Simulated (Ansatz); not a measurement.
# GaNHS+ (quintet): from Hartree-Fock to the top rungs, cc-pVDZ

An exercise on one series of results from a longer session: the logs are not shown, and one member is left open.

Program: Ansatz 0.2.0, Gaussian basis. Level of theory: cc-pVDZ, core rule «outside noble gas», up to 20 orbitals frozen. These are calculated values, not measurements.

To be run: UHF; CCSD(T) on ROHF; CCSD(T) on UHF; BCCD(T) on ROHF; CISD as a restricted active space (open shells left free, so some higher excitations enter); CCSDT(Q) on ROHF; CCSDT(Q) on UHF.

26 further runs of the same task are left out: 7 for a known fault of the program, 10 that didn't finish, 9 set aside as unsound or not needed. Runs told in other sessions of the task aren't counted.

### The system

The geometry is a PBE0/def2-TZVP stationary point (not a proven minimum) of the parent state, kept for this charge and spin. No spin-orbit coupling is included. The filled d shell of Ga may be among the frozen orbitals whatever the setting's name suggests.

4 atoms, charge 1, spin multiplicity 5.

Atoms are counted from 1 here; the program's logs count them from 0.

Bond lengths: N1–Ga2 1.958 Å, N1–H4 1.030 Å, Ga2–S3 2.153 Å. Angles: Ga2–N1–H4 113.3°, N1–Ga2–S3 92.6°.

Coordinates:

```xyz
4
charge 1, multiplicity 5
N     0.0000   -1.4035    1.1736
Ga    0.0000    0.4264    0.4783
S     0.0000   -0.2476   -1.5662
H     0.0000   -2.1203    0.4335
```

Set-up of the first run:

Contents of in.yaml:

```yaml
crystal:
  periodic: [false, false, false]
  atoms:
    - {symbol: N, position_ang: [0.000000, -1.403476, 1.173608]}
    - {symbol: Ga, position_ang: [0.000000, 0.426448, 0.478262]}
    - {symbol: S, position_ang: [0.000000, -0.247562, -1.566231]}
    - {symbol: H, position_ang: [0.000000, -2.120276, 0.433493]}
basis:
  gaussian: {orbitals: cc-pVDZ}
total_charge: 1
magnetization: {spin_polarized: true, initial_magnetization: 4}
hamiltonian: {xc: hf}
output: {orbitals: {seedname: orbitals}}
```

On the command line:

```bash
$ ansatz run in.yaml --threads 1 --pin off --events-out ev --progress --plain --max-ram 2393MiB
```

Among the steps run: UHF; CCSD(T) on ROHF; CCSD(T) on UHF; BCCD(T) on ROHF; CISD as a restricted active space (open shells left free, so some higher excitations enter); CCSDT(Q) on ROHF; CCSDT(Q) on UHF.

One table of the session follows, with a row left open; its other results are not shown here.

It belongs to the step «Misses and costs». 

```
   method  from UCCSDT(Q) (meV)
     ROHF               +8339.0
      UHF                     ?
     RMP2               +1546.8
     UMP2               +1505.4
    RCCSD                +335.5
    UCCSD                +313.0
 RCCSD(T)                 +89.0
 UCCSD(T)                 +79.0
  BCCD(T)                 +83.2
   RCCSDT                 +34.8
   UCCSDT                 +23.7
RCCSDT(Q)                 +13.5
UCCSDT(Q)                     0
```

**Question.** Estimate the row for UHF.

The run gave: from UCCSDT(Q) (meV): +7958.9. In the column «from UCCSDT(Q) (meV)» it lies between RMP2 (+1546.8) and ROHF (+8339.0).

Not comparable, so not listed: CISD as a restricted active space (open shells left free, so some higher excitations enter) (they don't share determinant, frozen orbitals or solution with the rows shown, or repeat one).

Caveats from the session: Restricted and unrestricted rows rest on different reference determinants; a gap between their highest levels can come from leftover correlation error, from unlike frozen cores or from another state.
